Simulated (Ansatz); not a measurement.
# CH5BFN: the cost of one run

Program: Ansatz 0.2.0. Level of theory: RKS CAM-B3LYP/def2-SVP. These are calculated values, not measurements.

### 1 Starting point

Bond lengths: B1–N2 1.550 Å, N2–H3 1.060 Å, N2–H4 1.060 Å, B1–C5 1.600 Å, C5–H6 1.110 Å, C5–H7 1.110 Å, C5–H8 1.110 Å, B1–F9 1.320 Å. Angles: B1–N2–H3 120.0°, B1–N2–H4 120.0°, H3–N2–H4 120.0°, N2–B1–C5 120.0°, N2–B1–F9 120.0°, C5–B1–F9 120.0°, B1–C5–H6 109.5°, B1–C5–H7 109.5°, B1–C5–H8 109.5°, H6–C5–H7 109.4°, H6–C5–H8 109.4°, H7–C5–H8 109.4°.

As a file:

```xyz
9

B     0.0000    0.0000    0.0000
N     0.0000    0.0000    1.5500
H    -0.8770   -0.2713    2.0800
H     0.8770    0.2713    2.0800
C     1.3856    0.0000   -0.8000
H     1.7152   -1.0462   -0.9702
H     1.2491    0.5080   -1.7774
H     2.1552    0.5381   -0.2082
F    -1.1431    0.0000   -0.6600
```

### 2 Preparing the start

File input.yaml:

```yaml
crystal:
  periodic: [false, false, false]
  atoms:
    - { symbol: B, position_ang: [0.0, 0.0, 0.0] }
    - { symbol: "N", position_ang: [0.0, 0.0, 1.55] }
    - { symbol: H, position_ang: [-0.877, -0.2713, 2.08] }
    - { symbol: H, position_ang: [0.877, 0.2713, 2.08] }
    - { symbol: C, position_ang: [1.3856, 0.0, -0.8] }
    - { symbol: H, position_ang: [1.7152, -1.0462, -0.9702] }
    - { symbol: H, position_ang: [1.2491, 0.508, -1.7774] }
    - { symbol: H, position_ang: [2.1552, 0.5381, -0.2082] }
    - { symbol: F, position_ang: [-1.1431, 0.0, -0.66] }
basis:
  gaussian: { orbitals: def2-SVP }
hamiltonian:
  xc: cam_b3lyp
relax:
  f_tol: 0.02
  max_steps: 40
```

Started as:

```bash
ansatz run input.yaml --threads 2 --pin off --max-ram 3072MiB --backend cpu --events-out ev --progress --plain --runs-dir out
```

What time and memory should one allow on 2 threads of Arm Neoverse V2, shared host?

About 19 s, with a peak of 0.17 GiB.
